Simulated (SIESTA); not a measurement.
## NbTe under changes of volume

One of the cells (21.934 Å³/atom); the others are scaled copies at fixed shape and fractional positions:

```xyz
2
Lattice="3.7030 0.0000 0.0000 -1.8515 3.2069 0.0000 0.0000 0.0000 3.6942" Properties=species:S:1:pos:R:3 pbc="T T T"
Te    1.8515    1.0690    0.0000
Nb    0.0000    0.0000    1.8471
```

The cell comes from a database or a generator and needn't be the stable form of this composition.

| Quantity | Value |
| --- | --- |
| Program | SIESTA 5.4.2 |
| Functional | LDA |
| Potentials or basis | PseudoDojo 0.4 standard (LDA files) |
| Basis | DZP (energy shift 0.003 Ry; two zetas on semicore shells) |
| Grid cutoff | 800 Ry |
| Energy shift | 0.003 Ry |
| k mesh | 8 × 8 × 7 |
| Occupations | fermi-dirac, width 0.05 eV |
| Spin | no spin polarisation |

| volume (Å³/atom) | energy over the lowest point (meV/atom) | pressure (GPa) |
| --- | --- | --- |
| 20.618 | 5.68 | 3.7 |
| 21.057 | 0.00 | 0.6 |
| 21.496 | ? | ? |
| 21.934 | 12.33 | -4.8 |
| 22.373 | 28.63 | -7.0 |
| 22.812 | 50.70 | -9.0 |
| 23.250 | 77.91 | -10.7 |

Task: What does the run at 21.496 Å³/atom give?

Result: Energy over the lowest point 2.48 meV/atom; pressure -2.3 GPa.

Worked out: A Birch-Murnaghan fit of order 3 (a polynomial in V^(-2/3)) to the other rows has its minimum at 21.13 Å³/atom with B0 = V·E''(V) = 141 GPa and B' = 4.6 at fixed shape and positions, which overstates the stiffness. It gives 2.53 meV/atom at 21.496 Å³/atom, against the run's 2.48, and -dE/dV = -2.3 GPa, against -2.3.

Energies are extrapolated to zero smearing.

Caveats: the basis of atomic orbitals isn't converged, which shifts pressures, moduli and gaps.
